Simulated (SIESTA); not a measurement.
Crystal: GaGe3.

```
Ge Ga
1.0
     0.00000    3.38717    3.38717
     3.38717    0.00000    3.38717
     3.38717    3.38717    0.00000
Ge Ga
3 1
Cartesian
  3.3872 3.3872 3.3872
  5.0808 5.0808 5.0808
  1.6936 1.6936 1.6936
  0.0000 0.0000 0.0000
```

The cell comes from a database or a generator and needn't be the stable form of this composition.

Base run:

- Program: SIESTA 5.4.2
- Functional: PBE
- Potentials or basis: PseudoDojo 0.4 standard (PBE files)
- Basis: DZP (energy shift 0.003 Ry; two zetas on semicore shells)
- Grid cutoff: 800 Ry
- Energy shift: 0.003 Ry
- k mesh: 7 × 7 × 7
- Occupations: fermi-dirac, width 0.05 eV
- Spin: no spin polarisation

Its results: band gap on the k mesh none (metal or under the smearing width); pressure 1.2 GPa.

The run is repeated on the same cell with these changes: functional from PBE to PBEsol; potentials or basis from PseudoDojo 0.4 standard (PBE files) to PseudoDojo 0.4 standard (PBEsol files). What comes out?

Band gap on the k mesh none (metal or under the smearing width); pressure -2.3 GPa.

Caveats: the basis of atomic orbitals isn't converged, which shifts pressures, moduli and gaps.

Not every run made on this cell is shown here.
